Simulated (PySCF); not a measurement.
**Ru(OH)₂: relaxation and vibrations of the triplet**

Where does triplet Ru(OH)₂ go from a PBE minimum start, is the end point a minimum, and what are its modes, charges and moments?

Computed with PySCF 2.14.0. Level: PBE, basis Ru def2-SVP with ECP28, O def2-SVP, H def2-SVP, scalar-relativistic core potentials, no spin–orbit coupling, density fitting.

## (1) Where the work starts

5 atoms, charge 0, spin multiplicity 3.

Bond lengths: Ru1–O2 1.851 Å, Ru1–O3 1.851 Å, O2–H4 0.979 Å, O3–H5 0.979 Å. Angles: O2–Ru1–O3 144.0°, Ru1–O2–H4 122.4°, Ru1–O3–H5 122.4°.

Z-matrix (Å, degrees; charge 0 multiplicity 3):
```
Ru
O  1 1.8508
O  1 1.8508 2 143.96
H  2 0.9787 1 122.39 3 -57.81
H  3 0.9787 1 122.39 2 -57.81
```

## (2) The SCF at the typed geometry

The steps below are one call of a driver around PySCF. For each, scf.py gives the equivalent set-up of the SCF; relaxations use the driver's own optimiser. After this first run the driver tries any further starts and a stability analysis.

File scf.py:

```python
from pyscf import gto, scf, dft
mol = gto.M(atom='''
Ru    -0.000000     0.151888    -0.000000
O      0.036296    -0.420732     1.759660
O     -0.036296    -0.420732    -1.759660
H     -0.655523    -1.001594     2.136343
H      0.655523    -1.001594    -2.136343''',
    basis={'Ru': 'def2-SVP', 'O': 'def2-SVP', 'H': 'def2-SVP'},
    ecp={'Ru': 'def2-SVP'},
    charge=0, spin=2)
mf = dft.UKS(mol, xc='PBE')
mf.grids.atom_grid = (50, 194)
aux = {'Ru': 'def2-universal-JKFIT', 'O': 'def2-universal-JKFIT', 'H': 'def2-universal-JKFIT'}
mf = mf.density_fit(auxbasis=aux)
mf.conv_tol = 1e-08
mf.diis_space = 10
mf.max_cycle = 60
mf.init_guess = 'minao'
mf.verbose = 4
mf.kernel()
```

Command:

```bash
> OMP_NUM_THREADS=2 python axn.py task.json out
```

Further steps of the session: PBE minimum start, triplet: relaxation; Hessian and properties.

**Question.** What will these runs give? Wanted: minimum; geometry; wavenumbers; dipole moment; highest occupied, lowest empty level; polar-tensor charge of Ru1; zero-point energy; atomisation energy; ⟨S²⟩.

The runs gave:

```
                                          quantity                                                                              value
                                           minimum                                                                        triplet, C2
                                          geometry             O–H 0.979 Å (×2), Ru–O 1.851 Å (×2); H–O–Ru 122.4° (×2), O–Ru–O 144.0°
                                wavenumbers (cm⁻¹)  112 (a), 399 (b), 425 (a), 650 (a), 662 (b), 725 (b), 779 (a), 3653 (b), 3654 (a)
                                     dipole moment                                                                             1.54 D
highest occupied, lowest empty level (either spin)                                                                    -4.51, -3.99 eV
                        polar-tensor charge of Ru1                                                                            +0.66 e
                                 zero-point energy                                                                        66.1 kJ/mol
                               entropy at 298.15 K                                                                    297.7 J/(mol K)
         atomisation energy (no zero-point energy)                                                                        1661 kJ/mol
                                              ⟨S²⟩                                                                              2.036
```

The molecule stays C2, as typed, and the end point is a minimum. The strongest infrared band lies at 662 cm⁻¹ (b). Most of the spin sits on Ru1 (Mulliken spin 1.87, against 2 for the whole molecule). Other starts or spin states, not run here, may lie lower. One determinant may miss the lowest occupation of an open d or f shell.
